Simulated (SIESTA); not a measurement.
# NaFeO3 under changes of volume

One of the cells (11.016 Å³/atom); the others are scaled copies at fixed shape and fractional positions:

```
Fe Na O
1.0
     3.80477    0.00000    0.00000
     0.00000    3.80477    0.00000
     0.00000    0.00000    3.80477
Fe Na O
1 1 3
Direct
  0.50000 0.50000 0.50000
  0.00000 0.00000 0.00000
  0.00000 0.50000 0.50000
  0.50000 0.00000 0.50000
  0.50000 0.50000 0.00000
```

The cell comes from a database or a generator and needn't be the stable form of this composition.

- Program: SIESTA 5.4.2
- Functional: PBEsol
- Potentials or basis: PseudoDojo 0.4 standard (PBEsol files)
- Basis: DZP (energy shift 0.003 Ry; two zetas on semicore shells)
- Grid cutoff: 800 Ry
- Energy shift: 0.003 Ry
- k mesh: 7 × 7 × 7
- Occupations: fermi-dirac, width 0.05 eV
- Spin: collinear spin, ferromagnetic start
- Starting moments: [3.0, 0.0, 0.0, 0.0, 0.0] μB

```csv
volume (Å³/atom),energy over the lowest point (meV/atom),pressure (GPa),moment (μB per cell)
10.566,0.00,-6.6,3.91
10.791,11.06,-8.9,4.01
11.016,24.76,-10.8,4.11
11.465,60.11,-14.5,4.22
11.690,?,?,?
```

**Question.** What does the run at 11.690 Å³/atom give?

**Answer.** Energy over the lowest point 81.75 meV/atom; pressure -16.0 GPa; moment 4.26 μB per cell.

Worked out: A Birch-Murnaghan fit of order 2 (a polynomial in V^(-2/3)) to the other rows has no minimum within the range. It gives 81.04 meV/atom at 11.690 Å³/atom, against the run's 81.75, and -dE/dV = -15.6 GPa, against -16.0. A parabola through the other rows of the moment, of slope 0.0765 μB per Å³/atom there, extrapolates to 4.25 μB, against the run's 4.26.

Energies are extrapolated to zero smearing.

Caveats: short orbitals over semicore shells can move pressures by several GPa; the basis of atomic orbitals isn't converged, which shifts pressures, moduli and gaps; a cell with one magnetic atom can't hold antiferromagnetic order, which such compounds often take.
